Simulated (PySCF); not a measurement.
# CH7Ge2N: the cost of one run

Programs: PySCF 2.14.0, with routines of our own; each step states its level. All values are computed. Atoms count from 0.

## 1. The system as given

11 atoms, charge 0, multiplicity 1; geometry from: GFN2-xTB.

## 2. Magnetic properties: GIAO PBE/pcSseg-1

The job: settings as JSON, then the geometry in Å.

```
{"job": {"kind": "mag", "xc": "PBE", "basis": "pcSseg-1", "isotopologues": 4}, "charge": 0, "multiplicity": 1}
C     -2.019208     0.538485     0.569170
N     -1.753805    -0.397143    -0.216036
Ge    -0.085684    -0.928801    -0.772676
Ge     1.771937     0.292178     0.131666
H     -3.057147     0.753600     0.814445
H     -1.274164     1.186541     1.051802
H     -0.203011    -0.851479    -2.273016
H     -0.080762    -2.398682    -0.441668
H      1.534162     0.805038     1.525987
H      3.030510    -0.509067     0.245471
H      2.142595     1.512001    -0.661109
```

With the program's defaults for keys left out, this is: GIAO PBE/pcSseg-1 magnetisability, rotational g tensor and spin-rotation constants, non-relativistic, gas phase.

Command:

```sh
$ OMP_NUM_THREADS=1 python excited_run.py task.json out
```

This one command runs all jobs of the session in turn.

**Question.** How long does this first job take on 1 thread of Arm Neoverse V1, shared host, and how much memory does it need?

About 25 s, with a peak of 0.61 GiB.
